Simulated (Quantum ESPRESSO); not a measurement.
## Ag in Quantum ESPRESSO: the effect of dispersion

The system is Ag.

```xyz
3
Lattice="0.0000 3.1897 3.1897 3.1897 0.0000 3.1897 3.1897 3.1897 0.0000" Properties=species:S:1:pos:R:3 pbc="T T T"
Ag    1.5949    1.5949    1.5949
Ag    4.7846    4.7846    4.7846
Ag    0.0000    0.0000    0.0000
```

The cell was built by a generator and needn't be a form met in nature.

Alike in all runs:

```yaml
Program: Quantum ESPRESSO 7.5
Task: phonons
Potentials_or_basis: JTH 2.0 PBE
Cutoff: 707 eV
Density_cutoff: 4245 eV
k_mesh: 7 × 7 × 7
Occupations: cold, width 0.2 eV
Spin: no spin polarisation
```

Each run relaxes the cell or the atoms first.

```tsv
dispersion	functional	relaxed volume (Å³/atom)	highest phonon frequency (cm⁻¹)
none	PBE	21.67	156
D2	PBE	?	?
D3(BJ) two-body	PBE	20.50	176
rVV10	rPW86PBE	21.79	160
rev-vdW-DF2	rev-vdW-DF2	20.82	167
```

Task: What does the run with dispersion D2 give?

Result: Relaxed volume 21.22 Å³/atom; highest phonon frequency 154 cm⁻¹.

Caveats: pairwise dispersion overbinds metals, which lowers pressure and volume (some runs); the potentials were made for another functional, which shifts forces and pressure (some runs).
